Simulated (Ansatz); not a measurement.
This script drives Ansatz's Python interface.

Script `ch6asosb_torsion.py`:
```python
'''Energy of CH6AsOSb as one group turns about a bond.'''

import warnings

import ansatz as az
from ase import Atoms

warnings.simplefilter('ignore', az.DeckWarning)

atoms = Atoms(['C', 'As', 'Sb', 'O', 'H', 'H', 'H', 'H', 'H', 'H'], positions=[
    (-0.981, 1.4262, 0.4353),
    (-0.9269, -0.2335, -0.5626),
    (1.4139, -0.7773, 0.3941),
    (1.5836, -2.5273, -0.5956),
    (-1.1536, 1.2568, 1.4884),
    (-0.1017, 2.0742, 0.2631),
    (-1.872, 2.0564, 0.0606),
    (-0.2894, 0.4789, -1.838),
    (0.7446, -1.5259, 1.87),
    (1.6657, -2.2798, -1.5124),
])

# start the scan from a relaxed geometry
first = (
    az.Crystal.molecule_from_ase(atoms).calculation()
    .basis(gaussian='def2-SVP')  # atom-centred Gaussian functions
    .functional('pbe0')
    .relax(force_tolerance=0.02, max_steps=80)  # relax until the tolerances are met
)
atoms.positions = first.run(threads=1, backend='cpu').report['positions_ang']

start = atoms.get_dihedral(0, 1, 2, 3)
energies = {}
for turn in range(0, 360, 40):
    turned = atoms.copy()
    turned.set_dihedral(0, 1, 2, 3, start + turn, indices=[2, 3, 8, 9])
    calculation = (
        az.Crystal.molecule_from_ase(turned).calculation()
        .basis(gaussian='def2-SVP')
        .correlation('MP2')
    )
    energies[round((start + turn) % 360)] = calculation.run(threads=1, backend='cpu').report['free_energy_ev']
floor = min(energies.values())
print('dihedral C0-As1-Sb2-O3 (deg)   E - E(min) (kJ/mol)')
for angle, e in sorted(energies.items()):
    print(f'{angle:8d} {96.485332 * (e - floor):14.3f}  ' + '#' * int(30 * (e - floor) / max(max(energies.values()) - floor, 1e-9)))
```

It is started by `python ch6asosb_torsion.py`. How long does it take on 1 thread of Arm Neoverse V2, with other jobs on the host, and how much memory does it need?

It took about 2.9 min, with a peak of 0.38 GiB, for 10 runs of the engine.

```console
$ python ch6asosb_torsion.py
dihedral C0-As1-Sb2-O3 (deg)   E - E(min) (kJ/mol)
      32          9.172  #######################
      72          8.393  #####################
     112          8.814  #######################
     152          6.526  #################
     192          9.554  ########################
     232         11.492  ##############################
     272          5.867  ###############
     312          0.000
     352          9.527  ########################
```

The scan is rigid and the energies are electronic, in a modest basis. With rigid groups the curve can differ much from the relaxed path, the start wasn't checked as a minimum of this torsion, and equivalent turns needn't return to the same energy. def2 sets replace the cores of elements past krypton by effective core potentials. The start is relaxed with a density functional and scanned with the wavefunction method, so it isn't exactly that method's minimum.

(A comment or docstring line of the script was reworded after the run, the code is as it ran.)
